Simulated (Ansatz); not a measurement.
# C3H5F3Ge: how energies converge with the basis set

The task here is to estimate one member of a computed series from the others.

The runs use Ansatz 0.2.0, Gaussian basis; one geometry, several basis sets.

The runs, in order: PBE0-D4/def2-SVP; ωB97M-V/def2-SVP; PBE0-D4/def2-QZVPP; ωB97M-V/def2-QZVPP; the functionals' def2-TZVPP values are taken from earlier runs.

### The geometry

The geometry comes from an earlier relaxation with PBE0-D4 in a triple-zeta def2 set; it is a stationary point, not always the lowest conformer.

SMILES `C=C[CH2][Ge]([F])([F])[F]`, 12 atoms, charge 0, spin multiplicity 1.

Atoms are counted from 1 here; the program's logs count them from 0.

Bond lengths: C1–C2 1.325 Å, C1–H8 1.085 Å, C1–H9 1.083 Å, C2–C3 1.492 Å, C2–H10 1.087 Å, C3–Ge4 1.931 Å, C3–H11 1.094 Å, C3–H12 1.092 Å, Ge4–F5 1.716 Å, Ge4–F6 1.713 Å, Ge4–F7 1.715 Å. Angles: C2–C1–H8 121.7°, C2–C1–H9 121.2°, H8–C1–H9 117.1°, C1–C2–C3 124.3°, C1–C2–H10 119.6°, C3–C2–H10 116.1°, C2–C3–Ge4 111.4°, C2–C3–H11 112.2°, C2–C3–H12 112.1°, Ge4–C3–H11 105.9°, Ge4–C3–H12 106.7°, H11–C3–H12 108.3°, C3–Ge4–F5 113.2°, C3–Ge4–F6 113.5°, C3–Ge4–F7 112.8°, F5–Ge4–F6 105.4°, F5–Ge4–F7 105.6°, F6–Ge4–F7 105.6°.

The first run:

in.yaml reads:

```yaml
crystal:
  periodic: [false, false, false]
  atoms:
    - {symbol: C, position_ang: [0.589070, -0.926979, 1.790053]}
    - {symbol: C, position_ang: [0.897328, -0.256987, 0.689206]}
    - {symbol: C, position_ang: [0.256172, -0.482574, -0.638591]}
    - {symbol: Ge, position_ang: [-0.913925, 0.978150, -1.114560]}
    - {symbol: F, position_ang: [-1.466327, 0.902033, -2.736938]}
    - {symbol: F, position_ang: [-2.330353, 1.059279, -0.154630]}
    - {symbol: F, position_ang: [-0.160099, 2.510414, -0.956215]}
    - {symbol: H, position_ang: [-0.164643, -1.707885, 1.790743]}
    - {symbol: H, position_ang: [1.080213, -0.714056, 2.731461]}
    - {symbol: H, position_ang: [1.651397, 0.524577, 0.730346]}
    - {symbol: H, position_ang: [0.991146, -0.552027, -1.445340]}
    - {symbol: H, position_ang: [-0.352879, -1.389047, -0.651534]}
basis:
  gaussian: {orbitals: def2-SVP}
hamiltonian: {xc: pbe0, dispersion: d4}
output: {orbitals: {seedname: orbitals}}
```

Launch:

```bash
$ ansatz run in.yaml --threads 4 --pin off --events-out ev --progress --plain --max-ram 11315MiB
```

Among the steps run: PBE0-D4 in def2-SVP; ωB97M-V in def2-SVP; PBE0-D4 in def2-QZVPP; ωB97M-V in def2-QZVPP.

One table of the session follows, with a row left open; its other results are not shown here.

It belongs to the step «Density functionals: the series». 

| functional | basis | HOMO (eV) |
| --- | --- | --- |
| PBE0-D4 | def2-SVP | -8.01 |
| PBE0-D4 | def2-TZVPP | -8.04 |
| PBE0-D4 | def2-QZVPP | ? |
| ωB97M-V | def2-SVP | -10.21 |
| ωB97M-V | def2-TZVPP | -10.25 |
| ωB97M-V | def2-QZVPP | -10.28 |

Estimate the missing values for PBE0-D4, def2-QZVPP.

The run gave: HOMO (eV): -8.07. In the column «HOMO (eV)» it lies between ωB97M-V, def2-SVP (-10.21) and PBE0-D4, def2-TZVPP (-8.04).
